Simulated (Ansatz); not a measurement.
# Al2Au: the cost of one run

Computed with Ansatz 0.2.0 (DFT PBE, scalar-relativistic, unless a step's input says otherwise).

## Step 1: The system as given

The structure is cubic, space group Fm-3m (No. 225). The conventional cell has a = 6.000 Å, b = 6.000 Å, c = 6.000 Å, α = 90.00°, β = 90.00°, γ = 90.00°. Around Al (site symmetry -43m) lie 4 Au at 2.60 Å. Au (site symmetry m-3m) has 8 Al at 2.60 Å as nearest neighbours.

As a file:

```
CELL_PARAMETERS angstrom
0.00000 3.00000 3.00000
3.00000 0.00000 3.00000
3.00000 3.00000 0.00000
ATOMIC_POSITIONS crystal
Al 0.25000 0.25000 0.25000
Al 0.75000 0.75000 0.75000
Au 0.00000 0.00000 0.00000
```

Structure: COD 9008999, as refined from experiment and not relaxed.

Atoms are numbered in the order of the input: Al1, Al2, Au3.

## Step 2: All-electron LAPW

input.yaml reads:

```yaml
crystal:
  lattice:
    - [0.0, 3.0, 3.0]
    - [3.0, 0.0, 3.0]
    - [3.0, 3.0, 0.0]
  atoms:
    - { symbol: Al, position: [0.25, 0.25, 0.25] }
    - { symbol: Al, position: [0.75, 0.75, 0.75] }
    - { symbol: Au, position: [0.0, 0.0, 0.0] }
kpoints:
  mp_grid: { grid: [11, 11, 11] }
  band_path:
    path:
      - [0.0, 0.0, 0.0]
      - [0.5, 0.0, 0.5]
      - [0.625, 0.25, 0.625]
      - [0.375, 0.375, 0.75]
      - [0.0, 0.0, 0.0]
      - [0.5, 0.5, 0.5]
      - [0.5, 0.25, 0.75]
      - [0.5, 0.0, 0.5]
    npoints: 14
scf:
  occupations: { method: fermi_dirac, width: 0.05 }
hamiltonian:
  xc: pbe
  pseudopotentials: { kind: all_electron, lapw: { basis_error: 0.0005 } }
output:
  forces: true
  stress: true
  eigenvalues: true
  populations: true
  dos: { projected: true, de: 0.2, e_range: [-14, 8] }
```

The run is started by

```console
> ansatz run input.yaml --threads 1 --pin off --max-ram 3072MiB --backend cpu --events-out ev --progress --plain --runs-dir out
```

**Question.** How long does this run take on 1 thread of Arm Neoverse V1, shared host?

About 55 s.
